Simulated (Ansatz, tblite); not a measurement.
# The cluster In₉Sb₉: rung by rung

An exercise on one series of results from a longer session: the logs are not shown, and one member is left open.

Computed with Ansatz 0.2.0, Gaussian basis. Level: as each input shows.

Levels to be run: GFN1-xTB, PBE-D4/def2-SVP, r2SCAN-D4/def2-SVP, r2SCANh-D4/def2-SVP, r2SCAN-D4/def2-mTZVP, MP2/def2-SVP, RPA/def2-SVP.

6 further runs of the same task are left out: 3 for a known fault of the program, 1 that didn't finish, 2 set aside as unsound or not needed.

## The structure

The singlet was relaxed beforehand with PBE-D4/def2-SVP.

18 atoms, charge 0, spin multiplicity 1.

Bond lengths: In1–In8 3.309 Å, In1–Sb10 2.811 Å, In1–Sb11 2.951 Å, In1–Sb12 2.800 Å, In2–Sb10 2.941 Å, In2–Sb13 3.095 Å, In2–Sb14 2.879 Å, In2–Sb18 2.927 Å, In3–Sb13 3.169 Å, In3–Sb14 2.826 Å, In3–Sb15 2.845 Å, In4–Sb10 2.876 Å, In4–Sb11 2.946 Å, In4–Sb13 2.896 Å, In5–Sb12 3.325 Å, In6–Sb14 3.065 Å and more. Angles: In8–In1–Sb10 136.3°, In8–In1–Sb11 69.8°, In8–In1–Sb12 53.8°, Sb10–In1–Sb11 100.6°, Sb10–In1–Sb12 137.6°, Sb11–In1–Sb12 117.6°, Sb10–In2–Sb13 99.7°, Sb10–In2–Sb14 99.8°, Sb10–In2–Sb18 124.3° and more.

As a file:

```xyz
18
charge 0, multiplicity 1
In   -3.22016    1.25639   -0.03506
In   -0.38705   -1.28412    0.52367
In    1.87701   -3.78145    0.55225
In   -1.54470   -0.85156   -2.45490
In   -1.45279    0.64564    3.43909
In    2.04870   -1.56248    3.42276
In    0.80468    1.62980   -1.84627
In   -0.93629    3.64393    0.14270
In    3.04679   -0.41478   -0.09878
Sb   -3.21918   -1.54788   -0.22243
Sb   -2.29459    1.98310   -2.74147
Sb   -3.00519    3.19463    1.97371
Sb    0.93710   -2.29646   -2.08445
Sb   -0.18835   -3.41673    2.44707
Sb    4.22465   -2.44430    1.44310
Sb   -0.36592    4.14865   -2.60131
Sb    2.70995   -0.18145   -2.94377
Sb    0.93575    1.26327    1.09849
```

In, Sb take a core potential in the def2 sets. No spin-orbit coupling is included.

PBE0-D4/def2-SVP was run before; its log isn't repeated, and its numbers join the tables.

The first run:

Tight binding, by tblite at 300 K electronic temperature and without a spin-polarisation term:

```python
tblite.interface.Calculator('GFN1-xTB', numbers, positions, charge=0, uhf=0).singlepoint()
```

start.molden holds the orbitals of an earlier run on this state, given as this run's starting guess.

in.yaml

```yaml
crystal:
  periodic: [false, false, false]
  atoms:
    - {symbol: In, position_ang: [-3.220163, 1.256391, -0.035063]}
    - {symbol: In, position_ang: [-0.387047, -1.284119, 0.523668]}
    - {symbol: In, position_ang: [1.877008, -3.781445, 0.552254]}
    - {symbol: In, position_ang: [-1.544698, -0.851561, -2.454900]}
    - {symbol: In, position_ang: [-1.452789, 0.645638, 3.439086]}
    - {symbol: In, position_ang: [2.048701, -1.562484, 3.422756]}
    - {symbol: In, position_ang: [0.804678, 1.629801, -1.846268]}
    - {symbol: In, position_ang: [-0.936292, 3.643930, 0.142705]}
    - {symbol: In, position_ang: [3.046793, -0.414782, -0.098775]}
    - {symbol: Sb, position_ang: [-3.219184, -1.547881, -0.222429]}
    - {symbol: Sb, position_ang: [-2.294587, 1.983101, -2.741469]}
    - {symbol: Sb, position_ang: [-3.005194, 3.194633, 1.973708]}
    - {symbol: Sb, position_ang: [0.937095, -2.296463, -2.084448]}
    - {symbol: Sb, position_ang: [-0.188346, -3.416725, 2.447067]}
    - {symbol: Sb, position_ang: [4.224652, -2.444303, 1.443102]}
    - {symbol: Sb, position_ang: [-0.365924, 4.148647, -2.601311]}
    - {symbol: Sb, position_ang: [2.709949, -0.181447, -2.943768]}
    - {symbol: Sb, position_ang: [0.935748, 1.263269, 1.098486]}
basis:
  gaussian: {orbitals: def2-SVP, fitting: {mean_field: def2-universal-jkfit}, initial_orbitals: start.molden}
hamiltonian: {xc: pbe, dispersion: d4}
scf: {omitted_lower_state_checks: [starts]}
output: {forces: true, orbitals: {seedname: orbitals}}
```

Launch:

```console
ansatz run in.yaml --threads 2 --pin off --events-out ev --progress --plain --max-ram 32768MiB --backend cuda --devices 0, --max-vram 18GiB
```

Steps of the session up to this table: PBE-D4/def2-SVP; r2SCAN-D4/def2-SVP; r2SCANh-D4/def2-SVP; r2SCAN-D4/def2-mTZVP; MP2/def2-SVP; RPA/def2-SVP.

One of the session's tables, all rows but one given; the rest of the session is left out.

It belongs to the step «Binding energy». 

| level | binding an atom (eV) |
| --- | --- |
| HF/def2-SVP | 0.725 |
| PBE-D4/def2-SVP | 2.346 |
| r2SCAN-D4/def2-SVP | 2.166 |
| r2SCAN-D4/def2-mTZVP | ? |
| r2SCANh-D4/def2-SVP | 2.132 |
| PBE0-D4/def2-SVP | 2.232 |
| RPA/def2-SVP | 1.833 |
| MP2/def2-SVP | 2.059 |

Q: Estimate the row for r2SCAN-D4/def2-mTZVP from the others.

As computed: binding an atom (eV): 2.167. In the column «binding an atom (eV)» it lies between r2SCAN-D4/def2-SVP (2.166) and PBE0-D4/def2-SVP (2.232).

To keep in mind: Free atoms were run apart at each level; binding is atoms less cluster, divided by the number of atoms, without zero-point or spin-orbit terms.
